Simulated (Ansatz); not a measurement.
**C₆H₁₅Ga: taking an electron away**

The task here is to estimate one member of a computed series from the others.

The runs use Ansatz 0.2.0, Gaussian basis; unrestricted cation, the program's frozen cores in correlated methods.

Levels to be run: UKS PBE-D4/def2-TZVPP; UKS r2SCAN-D4/def2-TZVPP; UKS PBE0-D4/def2-TZVPP; UKS B3LYP-D4/def2-TZVPP; UKS wB97X-V/def2-TZVPP; then −ε(HOMO) from the neutral's earlier runs with LDA (SPW92), PBE-D4, revPBE-D4, BLYP-D4, r2SCAN-D4, B97M-V, PBE0-D4, B3LYP-D4, r2SCANh-D4, r2SCAN0-D4, HSE06-D4, BHLYP-D4, CAM-B3LYP-D4, LC-ωPBE, ωB97X-V, ωB97M-V.

### The relaxed structure

An earlier PBE0-D4 in a triple-zeta def2 set relaxation fixed the geometry.

SMILES `C[CH](C)[GaH][CH](C)C`, 22 atoms, charge 0, spin multiplicity 1.

Atoms are counted from 1 here; the program's logs count them from 0.

Bond lengths: C1–C2 1.526 Å, C1–H8 1.097 Å, C1–H9 1.093 Å, C1–H10 1.095 Å, C2–C3 1.524 Å, C2–Ga4 1.992 Å, C2–H11 1.101 Å, C3–H12 1.097 Å, C3–H13 1.093 Å, C3–H14 1.095 Å, Ga4–C5 1.992 Å, Ga4–H15 1.585 Å, C5–C6 1.529 Å, C5–C7 1.522 Å, C5–H16 1.097 Å, C6–H17 1.097 Å, C6–H18 1.094 Å, C6–H19 1.096 Å and more. Angles: C2–C1–H8 111.3°, C2–C1–H9 112.2°, C2–C1–H10 111.5°, H8–C1–H9 107.6°, H8–C1–H10 106.7°, H9–C1–H10 107.3°, C1–C2–C3 111.6°, C1–C2–Ga4 112.0°, C1–C2–H11 107.6°, C3–C2–Ga4 113.2°, C3–C2–H11 108.0°, Ga4–C2–H11 103.8°, C2–C3–H12 111.4°, C2–C3–H13 112.3°, C2–C3–H14 111.5°, H12–C3–H13 107.4°, H12–C3–H14 106.8°, H13–C3–H14 107.2° and more.

Set-up of the first run:

Input file in.yaml:

```yaml
crystal:
  periodic: [false, false, false]
  atoms:
    - {symbol: C, position_ang: [-0.927224, -2.495627, 1.350855]}
    - {symbol: C, position_ang: [-1.308862, -1.221078, 0.603990]}
    - {symbol: C, position_ang: [-1.519228, -1.484301, -0.882463]}
    - {symbol: Ga, position_ang: [-0.034337, 0.266718, 0.966563]}
    - {symbol: C, position_ang: [0.601526, 1.498798, -0.463985]}
    - {symbol: C, position_ang: [1.780615, 0.834679, -1.176630]}
    - {symbol: C, position_ang: [0.983225, 2.876997, 0.057625]}
    - {symbol: H, position_ang: [-1.685585, -3.277004, 1.218015]}
    - {symbol: H, position_ang: [-0.811862, -2.325508, 2.424338]}
    - {symbol: H, position_ang: [0.018165, -2.908711, 0.983532]}
    - {symbol: H, position_ang: [-2.260060, -0.861011, 1.024436]}
    - {symbol: H, position_ang: [-2.284951, -2.252182, -1.047829]}
    - {symbol: H, position_ang: [-1.832897, -0.587363, -1.423019]}
    - {symbol: H, position_ang: [-0.602189, -1.845187, -1.359466]}
    - {symbol: H, position_ang: [0.534125, 0.443201, 2.436047]}
    - {symbol: H, position_ang: [-0.213376, 1.605384, -1.189977]}
    - {symbol: H, position_ang: [2.158374, 1.469897, -1.987592]}
    - {symbol: H, position_ang: [1.513193, -0.129193, -1.620135]}
    - {symbol: H, position_ang: [2.621967, 0.663750, -0.495988]}
    - {symbol: H, position_ang: [0.136787, 3.397536, 0.514258]}
    - {symbol: H, position_ang: [1.769544, 2.813053, 0.816306]}
    - {symbol: H, position_ang: [1.363060, 3.517180, -0.748890]}
basis:
  gaussian: {orbitals: def2-TZVPP}
total_charge: 1
magnetization: {spin_polarized: true, initial_magnetization: 1}
hamiltonian: {xc: pbe, dispersion: d4}
```

Started as:

```console
ansatz run in.yaml --threads 5 --pin off --events-out ev --progress --plain --max-ram 66560MiB --backend cuda --devices 0, --max-vram 37GiB
```

Among the steps run: Cation, UKS PBE-D4/def2-TZVPP; Cation, UKS r2SCAN-D4/def2-TZVPP; Cation, UKS PBE0-D4/def2-TZVPP; Cation, UKS B3LYP-D4/def2-TZVPP; Cation, UKS wB97X-V/def2-TZVPP.

One of the session's tables, all rows but one given; the rest of the session is left out.

For comparison, −ε(HOMO) of the neutral from earlier runs:

```
  functional  −ε(HOMO) (eV)
 LDA (SPW92)           5.62
      PBE-D4              ?
   revPBE-D4           5.45
     BLYP-D4           5.38
   r2SCAN-D4           5.70
      B97M-V           5.80
     PBE0-D4           6.63
    B3LYP-D4           6.45
  r2SCANh-D4           6.13
  r2SCAN0-D4           6.77
    HSE06-D4           6.24
    BHLYP-D4           7.70
CAM-B3LYP-D4           7.94
     LC-ωPBE           9.24
     ωB97X-V           8.91
     ωB97M-V           8.79
```

Q: Estimate the row for PBE-D4 from the others.

The run gave: −ε(HOMO) (eV): 5.50. In the column «−ε(HOMO) (eV)» it lies between revPBE-D4 (5.45) and LDA (SPW92) (5.62).
